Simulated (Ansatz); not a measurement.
# Cl₂GaGeH₃: one species, many methods

An exercise on one series of results from a longer session: the logs are not shown, and one member is left open.

Computed with Ansatz 0.2.0, Gaussian basis. Level: functionals in def2-TZVPP, the program's frozen cores in correlated methods.

The runs, in order: LDA (SPW92), PBE-D4, revPBE-D4, BLYP-D4, r2SCAN-D4, B97M-V, PBE0-D4, B3LYP-D4, r2SCANh-D4, r2SCAN0-D4, HSE06-D4, BHLYP-D4, CAM-B3LYP-D4, LC-ωPBE, ωB97X-V, ωB97M-V, B2PLYP, PBE-QIDH; CCSD(T)/def2-SVP; CCSD(T)/def2-TZVPP; MP2/def2-QZVPP; extrapolation to the limit; RPA on PBE.

## The geometry

An earlier PBE0-D4 in a triple-zeta def2 set relaxation fixed the geometry.

7 atoms, charge 0, spin multiplicity 1.

Atoms are counted from 1 here; the program's logs count them from 0.

Bond lengths: Cl1–Ga2 2.142 Å, Ga2–Cl3 2.141 Å, Ga2–Ge4 2.427 Å, Ge4–H5 1.533 Å, Ge4–H6 1.534 Å, Ge4–H7 1.535 Å. Angles: Cl1–Ga2–Cl3 113.6°, Cl1–Ga2–Ge4 122.7°, Cl3–Ga2–Ge4 123.6°, Ga2–Ge4–H5 109.9°, Ga2–Ge4–H6 109.2°, Ga2–Ge4–H7 108.4°, H5–Ge4–H6 110.2°, H5–Ge4–H7 109.7°, H6–Ge4–H7 109.3°.

Set-up of the first run:

Input file in.yaml:

```yaml
crystal:
  periodic: [false, false, false]
  atoms:
    - {symbol: Cl, position_ang: [-0.859882, -2.502744, 1.452279]}
    - {symbol: Ga, position_ang: [0.410183, -1.127097, 0.411675]}
    - {symbol: Cl, position_ang: [2.401790, -1.855297, 0.113286]}
    - {symbol: Ge, position_ang: [-0.360332, 1.038393, -0.368490]}
    - {symbol: H, position_ang: [0.840424, 1.927048, -0.713126]}
    - {symbol: H, position_ang: [-1.210636, 1.696706, 0.725309]}
    - {symbol: H, position_ang: [-1.221547, 0.822980, -1.620933]}
basis:
  gaussian: {orbitals: def2-TZVPP}
hamiltonian: {xc: lda}
output: {orbitals: {seedname: orbitals}}
```

On the command line:

```sh
$ ansatz run in.yaml --threads 4 --pin off --events-out ev --progress --plain --max-ram 10444MiB
```

Among the steps run: LDA; PBE-D4 (GGA); revPBE-D4 (GGA); BLYP-D4 (GGA); r2SCAN-D4 (meta-GGA); B97M-V (meta-GGA); PBE0-D4 (hybrid); B3LYP-D4 (hybrid); r2SCANh-D4 (hybrid); r2SCAN0-D4 (hybrid); HSE06-D4 (hybrid); BHLYP-D4 (hybrid); CAM-B3LYP-D4 (range-separated); LC-ωPBE (range-separated); ωB97X-V (range-separated); ωB97M-V (range-separated); B2PLYP (double hybrid); PBE-QIDH (double hybrid).

One table of the session follows, with a row left open; its other results are not shown here.

It belongs to the step «Orbital energies across the functionals». 

```
  functional  HOMO (eV)  LUMO (eV)  gap (eV)
 LDA (SPW92)      -7.36      -2.91      4.45
      PBE-D4      -7.21      -2.66      4.55
   revPBE-D4      -7.15      -2.55      4.60
     BLYP-D4      -7.05      -2.56      4.49
   r2SCAN-D4      -7.53      -2.53      5.00
      B97M-V      -7.59      -2.65      4.95
     PBE0-D4      -8.37      -1.94      6.43
    B3LYP-D4      -8.14      -2.16      5.98
  r2SCANh-D4      -7.95      -2.26      5.68
  r2SCAN0-D4      -8.57      -1.87      6.70
    HSE06-D4      -7.98      -2.31      5.67
    BHLYP-D4      -9.37      -1.17      8.20
CAM-B3LYP-D4      -9.60      -0.99      8.60
     LC-ωPBE     -10.90       0.10     11.00
     ωB97X-V     -10.56      -0.02     10.54
     ωB97M-V          ?          ?         ?
```

Estimate the missing values for ωB97M-V.

The run gave: HOMO (eV): -10.38; LUMO (eV): -0.18; gap (eV): 10.20. In the column «HOMO (eV)» it lies between ωB97X-V (-10.56) and CAM-B3LYP-D4 (-9.60).
